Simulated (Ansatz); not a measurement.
# B2ClH3S: an energy map over angle B1–S2–B3 and change of the bonds S2–B1, S2–B3, all alike

How does the energy of B₂ClH₃S, SMILES BSBCl change over two coordinates at once? A grid of runs gives the map.

The runs use Ansatz 0.2.0; RHF/def2-TZVP.

**1. Where the work starts**

SMILES `BSBCl`, 7 atoms, charge 0, spin multiplicity 1.

Atoms are counted from 1 here; the program's logs count them from 0.

Bond lengths: B1–S2 1.804 Å, B1–H5 1.210 Å, B1–H6 1.212 Å, S2–B3 1.829 Å, B3–Cl4 1.748 Å, B3–H7 1.211 Å. Angles: S2–B1–H5 121.5°, S2–B1–H6 115.2°, H5–B1–H6 123.3°, B1–S2–B3 107.4°, S2–B3–Cl4 125.4°, S2–B3–H7 116.0°, Cl4–B3–H7 118.6°.

Coordinates:

```
B     0.2031   -0.5324   -1.3664
S    -0.9985    0.3545   -0.3541
B    -0.2717    0.5477    1.3127
Cl    1.3060   -0.0234    1.8011
H     1.2690   -0.8875   -0.9181
H    -0.1397   -0.7403   -2.5099
H    -0.9581    1.1216    2.1288
```

This geometry comes from a loose relaxation at PBE in a small basis, which is not shown.

**2. Relaxing the molecule**

input.yaml reads:

```yaml
crystal:
  periodic: [false, false, false]
  atoms:
    - { symbol: B, position_ang: [0.203054, -0.532433, -1.366395] }
    - { symbol: S, position_ang: [-0.998474, 0.35454, -0.354108] }
    - { symbol: B, position_ang: [-0.271736, 0.547653, 1.312661] }
    - { symbol: Cl, position_ang: [1.305989, -0.023376, 1.801087] }
    - { symbol: H, position_ang: [1.268979, -0.887452, -0.918079] }
    - { symbol: H, position_ang: [-0.139681, -0.740285, -2.509921] }
    - { symbol: H, position_ang: [-0.9581, 1.121564, 2.128835] }
basis:
  gaussian: { orbitals: def2-TZVP }
hamiltonian:
  xc: hf
output:
  forces: true
relax:
  f_tol: 0.003
  max_steps: 120
```

Command:

```
> ansatz run input.yaml --threads 1 --pin off --max-ram 2560MiB --backend cpu --events-out ev --progress --plain --runs-dir out
```

Standard output, shortened:

```text
Warning: RAYON_NUM_THREADS=1 ignored (pool sized by the plan → 1); use --threads N
[...]
Functional definition: HF
[...]
1226 factors; their error is unknown
[...]
mean field -24714.87259285 eV, -908.2548154451 hartree, gradient 1.9e-5 eV, S^2 0.000000; 0 other end points of the search recorded, 0 dependent functions left out
[...]
reference -24714.87259285 eV, -908.2548154451 hartree; 23, 23 occupied and 131, 131 virtual orbitals, 1226 factors
relax step   1: F+E_penalty+E_count = -24714.87259285 eV  Δ(F+E_penalty+E_count) = +0.000e0 eV  max|allowed force component| = 6.639e-1 eV/Å  Δτ_max = 0.0000 Å  (32 SCF iters, accepted)
[...]
relax step   7: F+E_penalty+E_count = -24714.91223495 eV  Δ(F+E_penalty+E_count) = -1.795e-6 eV  max|allowed force component| = 6.886e-3 eV/Å  Δτ_max = 0.0017 Å  (31 SCF iters, accepted)
[...]
relax step   8: F+E_penalty+E_count = -24714.91223877 eV  Δ(F+E_penalty+E_count) = -3.818e-6 eV  max|allowed force component| = 3.495e-4 eV/Å  Δτ_max = 0.0008 Å  (31 SCF iters, accepted)
1226 factors; their error is unknown
[...]
mean field -24714.91223877 eV, -908.2562724056 hartree, gradient 1.8e-5 eV, S^2 0.000000; 1 other end points of the search recorded, 0 dependent functions left out
[...]
reference -24714.91223877 eV, -908.2562724056 hartree; 23, 23 occupied and 131, 131 virtual orbitals, 1226 factors
Total energy: -24714.91223877 eV, -908.2562724056 hartree
Atom 0 at     0.206544    -0.537255    -1.376330 Å, force    -0.000291    -0.000000    -0.000196 eV/Å
Atom 1 at    -0.987074     0.348329    -0.341022 Å, force     0.000179     0.000067     0.000349 eV/Å
Atom 2 at    -0.277516     0.551602     1.318352 Å, force    -0.000263     0.000104    -0.000193 eV/Å
Atom 3 at     1.296943    -0.010998     1.840171 Å, force    -0.000168     0.000028    -0.000060 eV/Å
Atom 4 at     1.253282    -0.890501    -0.964084 Å, force     0.000110    -0.000059    -0.000214 eV/Å
Atom 5 at    -0.134725    -0.736893    -2.492290 Å, force     0.000287    -0.000086     0.000183 eV/Å
Atom 6 at    -0.947424     1.115927     2.109283 Å, force     0.000147    -0.000054     0.000131 eV/Å
Dipole moment:    -0.005004    -0.015485    -0.055476 e Å
```

Run time: 46 s. Hardware: 1 thread of Intel Xeon Platinum 8375C at 2.90GHz (Ice Lake), shared host; peak memory 0.34 GiB.

Along the way:

```csv
step,energy from step 1 (eV),largest force component (eV/Å)
1,0.0000,0.6639
2,-0.0348,0.2069
3,-0.0393,0.0627
4,-0.0393,0.0642
5,-0.0396,0.0192
6,-0.0396,0.0045
7,-0.0396,0.0069
8,-0.0396,0.0003
```

Distances of close pairs at the start and the end, largest changes first:

```csv
bond,before (Å),after (Å),change (Å)
B3–H7,1.211,1.180,-0.031
B1–H5,1.210,1.179,-0.030
B1–H6,1.212,1.184,-0.028
S2–B3,1.829,1.816,-0.012
B1–S2,1.804,1.811,+0.007
B3–Cl4,1.748,1.751,+0.004
```

**3. The grid**

- angle B1–S2–B3: 15 values from 63.6 to 153.6 °
- change of the bonds S2–B1, S2–B3, all alike: 15 values from −0.200 to 0.308 Å

Nothing else is relaxed (all other coordinates rigid). Energies count from the relaxed molecule at the same level. Points are written as (first, second).

Below, 3 of the grid's runs; all are launched alike.

**4. The run at (127.9°, −0.091 Å)**

input.yaml reads:

```yaml
crystal:
  periodic: [false, false, false]
  atoms:
    - { symbol: B, position_ang: [-0.052294, -0.46741, -1.532754] }
    - { symbol: S, position_ang: [-0.987074, 0.348329, -0.341022] }
    - { symbol: B, position_ang: [-0.561634, 0.676889, 1.298219] }
    - { symbol: Cl, position_ang: [0.940768, 0.231244, 2.080475] }
    - { symbol: H, position_ang: [1.023272, -0.892555, -1.302974] }
    - { symbol: H, position_ang: [-0.560926, -0.572743, -2.596655] }
    - { symbol: H, position_ang: [-1.363904, 1.255398, 1.942037] }
basis:
  gaussian: { orbitals: def2-TZVP }
hamiltonian:
  xc: hf
output:
  forces: true
```

Command:

```
> ansatz run input.yaml --threads 1 --pin off --max-ram 2560MiB --backend cpu --events-out ev --progress --plain --runs-dir out
```

Standard output, shortened:

```text
Warning: RAYON_NUM_THREADS=1 ignored (pool sized by the plan → 1); use --threads N
[...]
Functional definition: HF
[...]
1226 factors; their error is unknown
[...]
mean field -24714.40863221 eV, -908.2377652057 hartree, gradient 1.6e-5 eV, S^2 0.000000; 0 other end points of the search recorded, 0 dependent functions left out
[...]
reference -24714.40863221 eV, -908.2377652057 hartree; 23, 23 occupied and 131, 131 virtual orbitals, 1226 factors
Total energy: -24714.40863221 eV, -908.2377652057 hartree
Atom 0 at    -0.052294    -0.467410    -1.532754 Å, force     1.997085    -1.200019    -0.853822 eV/Å
Atom 1 at    -0.987074     0.348329    -0.341022 Å, force    -3.575915     1.299697    -1.117664 eV/Å
Atom 2 at    -0.561634     0.676889     1.298219 Å, force     1.315505     0.028468     1.990261 eV/Å
Atom 3 at     0.940768     0.231244     2.080475 Å, force     0.171402    -0.046339     0.103346 eV/Å
Atom 4 at     1.023272    -0.892555    -1.302974 Å, force     0.141198    -0.101951    -0.113835 eV/Å
Atom 5 at    -0.560926    -0.572743    -2.596655 Å, force    -0.030161     0.037122     0.072161 eV/Å
Atom 6 at    -1.363904     1.255398     1.942037 Å, force    -0.019114    -0.016978    -0.080448 eV/Å
Dipole moment:    -0.025835    -0.017860    -0.092991 e Å
```

It took 5.4 s on 1 thread of Intel Xeon Platinum 8375C at 2.90GHz (Ice Lake), shared host; peak memory 0.32 GiB.

Energy on the map's scale: 0.5 eV.

**5. Grid point (108.6°, 0.018 Å)**

input.yaml reads:

```yaml
crystal:
  periodic: [false, false, false]
  atoms:
    - { symbol: B, position_ang: [0.218437, -0.546058, -1.386581] }
    - { symbol: S, position_ang: [-0.987074, 0.348329, -0.341022] }
    - { symbol: B, position_ang: [-0.270442, 0.553593, 1.334784] }
    - { symbol: Cl, position_ang: [1.304025, -0.009025, 1.856559] }
    - { symbol: H, position_ang: [1.265168, -0.899291, -0.974306] }
    - { symbol: H, position_ang: [-0.122805, -0.74571, -2.502546] }
    - { symbol: H, position_ang: [-0.940328, 1.117915, 2.125737] }
basis:
  gaussian: { orbitals: def2-TZVP }
hamiltonian:
  xc: hf
output:
  forces: true
```

Command:

```
> ansatz run input.yaml --threads 1 --pin off --max-ram 2560MiB --backend cpu --events-out ev --progress --plain --runs-dir out
```

Standard output, shortened:

```text
Warning: RAYON_NUM_THREADS=1 ignored (pool sized by the plan → 1); use --threads N
[...]
Functional definition: HF
[...]
1226 factors; their error is unknown
[...]
mean field -24714.90492997 eV, -908.2560038121 hartree, gradient 1.8e-5 eV, S^2 0.000000; 0 other end points of the search recorded, 0 dependent functions left out
[...]
reference -24714.90492997 eV, -908.2560038121 hartree; 23, 23 occupied and 131, 131 virtual orbitals, 1226 factors
Total energy: -24714.90492997 eV, -908.2560038121 hartree
Atom 0 at     0.218437    -0.546058    -1.386581 Å, force    -0.225267     0.172824     0.213326 eV/Å
Atom 1 at    -0.987074     0.348329    -0.341022 Å, force     0.389434    -0.138981     0.129579 eV/Å
Atom 2 at    -0.270442     0.553593     1.334784 Å, force    -0.112792    -0.051232    -0.322913 eV/Å
Atom 3 at     1.304025    -0.009025     1.856559 Å, force    -0.023933     0.000177    -0.033938 eV/Å
Atom 4 at     1.265168    -0.899291    -0.974306 Å, force    -0.003242     0.008385     0.021277 eV/Å
Atom 5 at    -0.122805    -0.745710    -2.502546 Å, force    -0.014859     0.010592     0.011583 eV/Å
Atom 6 at    -0.940328     1.117915     2.125737 Å, force    -0.009340    -0.001766    -0.018913 eV/Å
Dipole moment:     0.006613    -0.019839    -0.052255 e Å
```

Run time: 3.1 s. Hardware: 1 thread of Intel Xeon Platinum 8375C at 2.90GHz (Ice Lake), shared host; peak memory 0.33 GiB.

Energy on the map's scale: 0.007 eV.

**6. Grid point (89.3°, 0.308 Å)**

input.yaml reads:

```yaml
crystal:
  periodic: [false, false, false]
  atoms:
    - { symbol: B, position_ang: [0.615001, -0.689794, -1.261421] }
    - { symbol: S, position_ang: [-0.987074, 0.348329, -0.341022] }
    - { symbol: B, position_ang: [0.125367, 0.412587, 1.467364] }
    - { symbol: Cl, position_ang: [1.727387, -0.25105, 1.714052] }
    - { symbol: H, position_ang: [1.603341, -0.961178, -0.678391] }
    - { symbol: H, position_ang: [0.450704, -0.978076, -2.3979] }
    - { symbol: H, position_ang: [-0.393279, 0.946785, 2.383032] }
basis:
  gaussian: { orbitals: def2-TZVP }
hamiltonian:
  xc: hf
output:
  forces: true
```

Command:

```
> ansatz run input.yaml --threads 1 --pin off --max-ram 2560MiB --backend cpu --events-out ev --progress --plain --runs-dir out
```

Standard output, shortened:

```text
Warning: RAYON_NUM_THREADS=1 ignored (pool sized by the plan → 1); use --threads N
[...]
Functional definition: HF
[...]
1226 factors; their error is unknown
[...]
mean field -24713.28294559 eV, -908.1963969856 hartree, gradient 2.6e-5 eV, S^2 0.000000; 0 other end points of the search recorded, 0 dependent functions left out
[...]
reference -24713.28294559 eV, -908.1963969856 hartree; 23, 23 occupied and 131, 131 virtual orbitals, 1226 factors
Total energy: -24713.28294559 eV, -908.1963969856 hartree
Atom 0 at     0.615001    -0.689794    -1.261421 Å, force    -2.542752     1.303247     0.387419 eV/Å
Atom 1 at    -0.987074     0.348329    -0.341022 Å, force     5.309438    -1.904964     1.736407 eV/Å
Atom 2 at     0.125367     0.412587     1.467364 Å, force    -1.819388     0.142079    -2.187344 eV/Å
Atom 3 at     1.727387    -0.251050     1.714052 Å, force    -0.373355     0.234636     0.191808 eV/Å
Atom 4 at     1.603341    -0.961178    -0.678391 Å, force    -0.360932     0.148459    -0.059021 eV/Å
Atom 5 at     0.450704    -0.978076    -2.397900 Å, force    -0.157214     0.096514     0.073515 eV/Å
Atom 6 at    -0.393279     0.946785     2.383032 Å, force    -0.055797    -0.019970    -0.142784 eV/Å
Dipole moment:     0.227627    -0.092715     0.040036 e Å
```

It took 5.4 s on 1 thread of Intel Xeon Platinum 8375C at 2.90GHz (Ice Lake), shared host; peak memory 0.32 GiB.

That is 1.6 eV from the zero.

**7. All points together**

222 points were computed, and 3 have no value (skipped by design, atoms too close, or no result). Energies in eV, from the relaxed molecule at the same level:

| change of the bonds S2–B1, S2–B3, all alike (Å) ↓, angle B1–S2–B3 (°) → | 63.6 | 70.1 | 76.5 | 82.9 | 89.3 | 95.8 | 102.2 | 108.6 | 115.1 | 121.5 | 127.9 | 134.3 | 140.8 | 147.2 | 153.6 |
| --- | --- | --- | --- | --- | --- | --- | --- | --- | --- | --- | --- | --- | --- | --- | --- |
| 0.308 | 9.8 | 5.2 | 3.1 | 2.1 | 1.6 | 1.4 | 1.4 | 1.4 | 1.5 | 1.6 | 1.8 | 2.0 | 2.2 | 2.4 | 2.6 |
| 0.272 | 10.3 | 5.4 | 3.0 | 1.9 | 1.4 | 1.2 | 1.1 | 1.2 | 1.2 | 1.4 | 1.5 | 1.7 | 1.9 | 2.1 | 2.4 |
| 0.236 | 10.9 | 5.6 | 3.0 | 1.8 | 1.2 | 1.0 | 0.9 | 0.9 | 1.0 | 1.1 | 1.3 | 1.5 | 1.7 | 1.9 | 2.1 |
| 0.200 | 11.6 | 5.8 | 3.0 | 1.7 | 1.1 | 0.8 | 0.7 | 0.7 | 0.8 | 0.9 | 1.0 | 1.2 | 1.5 | 1.7 | 1.9 |
| 0.163 | 12.4 | 6.1 | 3.1 | 1.6 | 0.9 | 0.6 | 0.5 | 0.5 | 0.6 | 0.7 | 0.8 | 1.0 | 1.3 | 1.5 | 1.7 |
| 0.127 | 13.3 | 6.5 | 3.2 | 1.6 | 0.8 | 0.5 | 0.3 | 0.3 | 0.4 | 0.5 | 0.7 | 0.9 | 1.1 | 1.3 | 1.6 |
| 0.091 | 14.4 | 7.0 | 3.4 | 1.6 | 0.7 | 0.3 | 0.2 | 0.2 | 0.2 | 0.3 | 0.5 | 0.7 | 0.9 | 1.2 | 1.4 |
| 0.054 | 15.6 | 7.6 | 3.7 | 1.7 | 0.7 | 0.3 | 0.1 | 0.1 | 0.1 | 0.2 | 0.4 | 0.6 | 0.8 | 1.1 | 1.3 |
| 0.018 | 17.0 | 8.2 | 4.0 | 1.9 | 0.8 | 0.3 | 0.1 | 0.0 | 0.1 | 0.2 | 0.3 | 0.5 | 0.8 | 1.0 | 1.3 |
| −0.018 | 18.6 | 9.0 | 4.5 | 2.1 | 0.9 | 0.3 | 0.1 | 0.0 | 0.0 | 0.2 | 0.3 | 0.5 | 0.8 | 1.0 | 1.3 |
| −0.054 | 20.3 | 10.0 | 5.0 | 2.4 | 1.1 | 0.5 | 0.2 | 0.1 | 0.1 | 0.2 | 0.4 | 0.6 | 0.8 | 1.1 | 1.3 |
| −0.091 | 22.3 | 11.1 | 5.7 | 2.9 | 1.4 | 0.7 | 0.3 | 0.2 | 0.2 | 0.3 | 0.5 | 0.7 | 0.9 | 1.2 | 1.5 |
| −0.127 | – | 12.3 | 6.5 | 3.4 | 1.8 | 1.0 | 0.6 | 0.5 | 0.5 | 0.6 | 0.7 | 0.9 | 1.2 | 1.4 | 1.7 |
| −0.163 | – | 13.8 | 7.4 | 4.1 | 2.3 | 1.4 | 1.0 | 0.8 | 0.8 | 0.9 | 1.0 | 1.2 | 1.5 | 1.7 | 2.0 |
| −0.200 | – | 15.6 | 8.6 | 5.0 | 3.0 | 2.0 | 1.5 | 1.3 | 1.2 | 1.3 | 1.5 | 1.7 | 1.9 | 2.2 | 2.4 |

On the same grid, largest force on an atom (eV/Å):

```csv
"change of the bonds S2–B1, S2–B3, all alike (Å) ↓, angle B1–S2–B3 (°) →",63.6,70.1,76.5,82.9,89.3,95.8,102.2,108.6,115.1,121.5,127.9,134.3,140.8,147.2,153.6
0.308,20,9,7,6,6,5,5,4,3,3,3,3,3,3,3
0.272,22,10,7,6,6,5,4,4,3,3,3,3,3,3,3
0.236,25,11,6,6,5,5,4,4,3,3,3,3,3,3,3
0.200,27,12,6,6,5,5,4,3,3,3,3,3,3,3,2
0.163,30,13,6,5,5,4,4,3,2,2,2,2,2,2,2
0.127,34,14,7,5,4,4,3,2,2,2,2,2,2,2,2
0.091,38,16,7,4,4,3,2,2,2,2,2,2,2,2,2
0.054,43,17,8,4,3,2,2,1,1,1,1,1,2,2,2
0.018,48,19,9,4,2,2,1,0,1,1,1,2,2,3,3
−0.018,54,21,10,5,2,1,1,0,1,2,2,3,3,3,3
−0.054,61,24,11,6,3,2,2,2,2,2,3,3,4,4,4
−0.091,68,27,13,6,4,3,3,3,3,4,4,4,4,4,4
−0.127,–,30,14,7,5,4,4,4,5,5,5,5,5,5,5
−0.163,–,33,15,8,7,6,6,6,6,6,6,6,6,6,5
−0.200,–,38,17,10,9,8,8,8,8,8,8,8,8,7,7
```

The dipole moment (D) at each point:

| change of the bonds S2–B1, S2–B3, all alike (Å) ↓, angle B1–S2–B3 (°) → | 63.6 | 70.1 | 76.5 | 82.9 | 89.3 | 95.8 | 102.2 | 108.6 | 115.1 | 121.5 | 127.9 | 134.3 | 140.8 | 147.2 | 153.6 |
| --- | --- | --- | --- | --- | --- | --- | --- | --- | --- | --- | --- | --- | --- | --- | --- |
| 0.308 | 2.12 | 1.67 | 1.42 | 1.28 | 1.20 | 1.14 | 1.10 | 1.07 | 1.05 | 1.03 | 1.00 | 0.97 | 0.92 | 0.87 | 0.81 |
| 0.272 | 1.99 | 1.51 | 1.25 | 1.11 | 1.04 | 0.99 | 0.96 | 0.95 | 0.94 | 0.92 | 0.91 | 0.89 | 0.86 | 0.82 | 0.77 |
| 0.236 | 1.85 | 1.36 | 1.08 | 0.94 | 0.87 | 0.84 | 0.83 | 0.82 | 0.82 | 0.83 | 0.82 | 0.82 | 0.80 | 0.77 | 0.74 |
| 0.200 | 1.73 | 1.21 | 0.91 | 0.77 | 0.71 | 0.69 | 0.69 | 0.70 | 0.71 | 0.73 | 0.74 | 0.75 | 0.74 | 0.73 | 0.71 |
| 0.163 | 1.61 | 1.06 | 0.74 | 0.60 | 0.55 | 0.54 | 0.56 | 0.58 | 0.61 | 0.63 | 0.66 | 0.68 | 0.69 | 0.69 | 0.68 |
| 0.127 | 1.51 | 0.94 | 0.59 | 0.43 | 0.39 | 0.40 | 0.43 | 0.47 | 0.51 | 0.55 | 0.59 | 0.62 | 0.64 | 0.65 | 0.66 |
| 0.091 | 1.42 | 0.82 | 0.45 | 0.27 | 0.24 | 0.27 | 0.32 | 0.37 | 0.42 | 0.48 | 0.52 | 0.56 | 0.60 | 0.62 | 0.64 |
| 0.054 | 1.37 | 0.72 | 0.35 | 0.11 | 0.10 | 0.17 | 0.24 | 0.30 | 0.36 | 0.42 | 0.47 | 0.52 | 0.56 | 0.60 | 0.63 |
| 0.018 | 1.36 | 0.64 | 0.30 | 0.09 | 0.11 | 0.17 | 0.22 | 0.27 | 0.33 | 0.38 | 0.44 | 0.49 | 0.54 | 0.59 | 0.63 |
| −0.018 | 1.41 | 0.59 | 0.34 | 0.23 | 0.25 | 0.27 | 0.28 | 0.30 | 0.33 | 0.38 | 0.43 | 0.48 | 0.53 | 0.58 | 0.63 |
| −0.054 | 1.55 | 0.56 | 0.42 | 0.38 | 0.39 | 0.39 | 0.37 | 0.37 | 0.37 | 0.40 | 0.44 | 0.49 | 0.54 | 0.59 | 0.64 |
| −0.091 | 1.73 | 0.54 | 0.53 | 0.54 | 0.54 | 0.52 | 0.49 | 0.46 | 0.44 | 0.45 | 0.47 | 0.51 | 0.56 | 0.61 | 0.67 |
| −0.127 | – | 0.53 | 0.65 | 0.68 | 0.68 | 0.65 | 0.60 | 0.55 | 0.52 | 0.51 | 0.52 | 0.55 | 0.59 | 0.64 | 0.69 |
| −0.163 | – | 0.52 | 0.75 | 0.81 | 0.81 | 0.77 | 0.71 | 0.65 | 0.61 | 0.58 | 0.57 | 0.59 | 0.62 | 0.67 | 0.73 |
| −0.200 | – | 0.49 | 0.85 | 0.94 | 0.94 | 0.89 | 0.83 | 0.76 | 0.70 | 0.66 | 0.64 | 0.65 | 0.67 | 0.71 | 0.77 |

**8. Outcome**

| quantity | value |
| --- | --- |
| lowest point | (108.6°, 0.018 Å), 0.007 eV |
| highest computed point (blank points may lie higher) | (63.6°, −0.091 Å), 22.3 eV above the lowest |
| largest force on an atom (eV/Å) | 0 at (108.6°, 0.018 Å) to 68 at (63.6°, −0.091 Å); 0 at the lowest point |
| dipole moment (D) | 0.09 at (82.9°, 0.018 Å) to 2.12 at (63.6°, 0.308 Å); 0.27 at the lowest point |
| time for the whole task | 20 min on 1 thread, shared host |

The lowest computed point is at (108.6°, 0.018 Å), 0.007 eV from the relaxed molecule at the same level. The grid is coarse, so the lowest point of the scanned range may lie between grid points; coordinates that were held can hide deeper minima. The grid shows no other well, apart from its symmetry copies. The highest computed point, (63.6°, −0.091 Å), lies 22.3 eV above the lowest. Round the minimum the valley is somewhat tilted: raising angle B1–S2–B3 shifts the best value of the second coordinate downwards (coupling k₁₂/√(k₁₁k₂₂) about 0.2).
